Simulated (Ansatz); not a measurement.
**C₂H₇FSn: one species, many methods**

How much do the methods differ for C₂H₇FSn? The plan is to run it at one geometry with functionals of several rungs and with coupled cluster. The yardstick is the atomisation energy at the CCSD(T) limit.

Program: Ansatz 0.2.0, Gaussian basis. Level of theory: functionals in def2-TZVPP, the program's frozen cores in correlated methods. These are calculated values, not measurements.

The runs, in order: LDA (SPW92), PBE-D4, revPBE-D4, BLYP-D4, r2SCAN-D4, B97M-V, PBE0-D4, B3LYP-D4, r2SCANh-D4, r2SCAN0-D4, HSE06-D4, BHLYP-D4, CAM-B3LYP-D4, LC-ωPBE, ωB97X-V, ωB97M-V, B2PLYP, PBE-QIDH; CCSD(T)/def2-SVP; CCSD(T)/def2-TZVPP; MP2/def2-QZVPP; extrapolation to the limit; RPA on PBE.

## Step 1: The relaxed structure

All runs share one geometry, relaxed beforehand with PBE0-D4 in a triple-zeta def2 set. Sn takes the def2 core potential; no spin-orbit term is included.

SMILES `[CH3][SnH2][CH2]F`, 11 atoms, charge 0, spin multiplicity 1.

Atoms are counted from 1 here; the program's logs count them from 0.

Bond lengths: C1–Sn2 2.137 Å, C1–H5 1.090 Å, C1–H6 1.090 Å, C1–H7 1.090 Å, Sn2–C3 2.171 Å, Sn2–H8 1.710 Å, Sn2–H9 1.714 Å, C3–F4 1.390 Å, C3–H10 1.093 Å, C3–H11 1.093 Å. Angles: Sn2–C1–H5 110.4°, Sn2–C1–H6 109.3°, Sn2–C1–H7 110.0°, H5–C1–H6 109.1°, H5–C1–H7 109.0°, H6–C1–H7 109.0°, C1–Sn2–C3 108.3°, C1–Sn2–H8 110.9°, C1–Sn2–H9 111.2°, C3–Sn2–H8 108.9°, C3–Sn2–H9 108.3°, H8–Sn2–H9 109.2°, Sn2–C3–F4 109.3°, Sn2–C3–H10 110.9°, Sn2–C3–H11 111.6°, F4–C3–H10 108.1°, F4–C3–H11 108.2°, H10–C3–H11 108.6°.

## Step 2: LDA

This LDA is Slater exchange with PW92 correlation.

File in.yaml:

```yaml
crystal:
  periodic: [false, false, false]
  atoms:
    - {symbol: C, position_ang: [0.147132, 1.777158, 0.045318]}
    - {symbol: Sn, position_ang: [-0.802199, -0.099029, -0.334562]}
    - {symbol: C, position_ang: [0.585934, -1.683025, 0.193955]}
    - {symbol: F, position_ang: [1.085509, -1.450712, 1.470538]}
    - {symbol: H, position_ang: [-0.554014, 2.596425, -0.112752]}
    - {symbol: H, position_ang: [0.497935, 1.801003, 1.076996]}
    - {symbol: H, position_ang: [0.999324, 1.905519, -0.622186]}
    - {symbol: H, position_ang: [-2.220005, -0.266541, 0.607489]}
    - {symbol: H, position_ang: [-1.203321, -0.266490, -1.992623]}
    - {symbol: H, position_ang: [1.429338, -1.709514, -0.501429]}
    - {symbol: H, position_ang: [0.099769, -2.661794, 0.189856]}
basis:
  gaussian: {orbitals: def2-TZVPP}
hamiltonian: {xc: lda}
output: {orbitals: {seedname: orbitals}}
```

Launch:

```sh
$ ansatz run in.yaml --threads 4 --pin off --events-out ev --progress --plain --max-ram 10444MiB
```

After this run come: PBE-D4 (GGA); revPBE-D4 (GGA); BLYP-D4 (GGA); r2SCAN-D4 (meta-GGA); B97M-V (meta-GGA); B3LYP-D4 (hybrid); r2SCANh-D4 (hybrid); r2SCAN0-D4 (hybrid); HSE06-D4 (hybrid); BHLYP-D4 (hybrid); CAM-B3LYP-D4 (range-separated); LC-ωPBE (range-separated); ωB97X-V (range-separated); ωB97M-V (range-separated); B2PLYP (double hybrid); PBE-QIDH (double hybrid); CCSD(T) in def2-SVP; CCSD(T) in def2-TZVPP; MP2 in def2-QZVPP; RPA on PBE orbitals.

Q: Predict the results of all the runs planned. Wanted: atomisation energy, CCSD(T)/CBS; farthest beyond LDA; mean size of error, GGA; mean size of error, meta-GGA; mean size of error, hybrid; mean size of error, range-separated; mean size of error, double hybrid; gap, smallest and largest; T1 diagnostic.

The runs gave:

```
                               quantity                                                                                            value
        atomisation energy, CCSD(T)/CBS                                                                                   866.1 kcal/mol
functionals within 8.7 kcal/mol (1.0 %)  PBE-D4, r2SCAN-D4, B97M-V, PBE0-D4, B3LYP-D4, HSE06-D4, CAM-B3LYP-D4, LC-ωPBE, ωB97X-V, ωB97M-V
                    farthest beyond LDA                                                                        BHLYP-D4 (-27.6 kcal/mol)
                mean size of error, GGA                                                                                    10.1 kcal/mol
           mean size of error, meta-GGA                                                                                     2.9 kcal/mol
             mean size of error, hybrid                                                                                    12.3 kcal/mol
    mean size of error, range-separated                                                                                     3.2 kcal/mol
      mean size of error, double hybrid                                                                                    14.1 kcal/mol
              gap, smallest and largest                                                            5.94 eV (BLYP-D4), 12.52 eV (LC-ωPBE)
                          T1 diagnostic                                                                                           0.0118
triples share of the correlation energy                                                                                            3.1 %
```

In words: The LDA atomisation energy is off by 116.5 kcal/mol (13 %): it overbinds. PBE-D4 is off by +5.3 kcal/mol. Double hybrids carry the basis error of their MP2 part in triple zeta, and no dispersion term here, so their miss is partly the set-up's. The rungs meta-GGA, range-separated miss on average by less than the doubt on the reference (8.7 kcal/mol), so they tie. Misses under about 8.7 kcal/mol are within the doubt on the reference itself, which lacks core-valence correlation, spin-orbit coupling and higher excitations, and its outer-core shells are covered unevenly. All levels share the lack of spin-orbit coupling, which lowers the free heavy atoms and so the true binding. Hartree-Fock recovers 73 % of the binding; the rest is correlation. CCSD(T) in def2-SVP is off by -51.9 kcal/mol, worse than the median functional, from the basis alone. The gap grows from 5.9 to 12.5 eV across the functionals, mostly with the share of exact exchange. Correlated methods include outer-core shells of Sn, which these sets cover unevenly.
